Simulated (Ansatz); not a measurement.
**InIF2: how energies converge with the basis set**

Aim: see how fast density functionals converge with the basis set for InIF2.

Method: one geometry, several basis sets; program: Ansatz 0.2.0, Gaussian basis.

Levels to be run: PBE0-D4/def2-SVP; ωB97M-V/def2-SVP; PBE0-D4/def2-QZVPP; ωB97M-V/def2-QZVPP; the functionals' def2-TZVPP values are taken from earlier runs.

## Step 1: The geometry

All runs share one geometry, relaxed beforehand with PBE0-D4 in a triple-zeta def2 set. In, I take the def2 core potential; no spin-orbit term is included.

SMILES `[F][In]([F])[I]`, 4 atoms, charge 0, spin multiplicity 1.

Atoms are counted from 1 here; the program's logs count them from 0.

Bond lengths: F1–In2 1.928 Å, In2–F3 1.928 Å, In2–I4 2.598 Å. Angles: F1–In2–F3 112.0°, F1–In2–I4 124.0°, F3–In2–I4 124.0°.

## Step 2: PBE0-D4 in def2-SVP

File in.yaml:

```yaml
crystal:
  periodic: [false, false, false]
  atoms:
    - {symbol: F, position_ang: [1.032199, 0.663984, 1.566198]}
    - {symbol: In, position_ang: [0.089365, -0.070197, 0.053154]}
    - {symbol: F, position_ang: [0.625442, -1.884372, -0.319196]}
    - {symbol: I, position_ang: [-1.691505, 1.230285, -1.320455]}
basis:
  gaussian: {orbitals: def2-SVP}
hamiltonian: {xc: pbe0, dispersion: d4}
output: {orbitals: {seedname: orbitals}}
```

Command:

```console
$ ansatz run in.yaml --threads 4 --pin off --events-out ev --progress --plain --max-ram 10444MiB
```

Further steps of the session: ωB97M-V in def2-SVP; PBE0-D4 in def2-QZVPP; ωB97M-V in def2-QZVPP.

Q: Predict the results of all the runs planned. Wanted: PBE0-D4: double and triple zeta above quadruple; ωB97M-V: double and triple zeta above quadruple.

**Answer**, as computed:

| quantity | value |
| --- | --- |
| PBE0-D4: double and triple zeta above quadruple | 7.96, 0.41 eV |
| ωB97M-V: double and triple zeta above quadruple | 8.11, 0.39 eV |

What this shows: PBE0-D4 gains 7.55 eV from double to triple zeta, then 0.41 eV more. These are total energies; as a rule much of such shifts cancels in differences, which this series doesn't test.
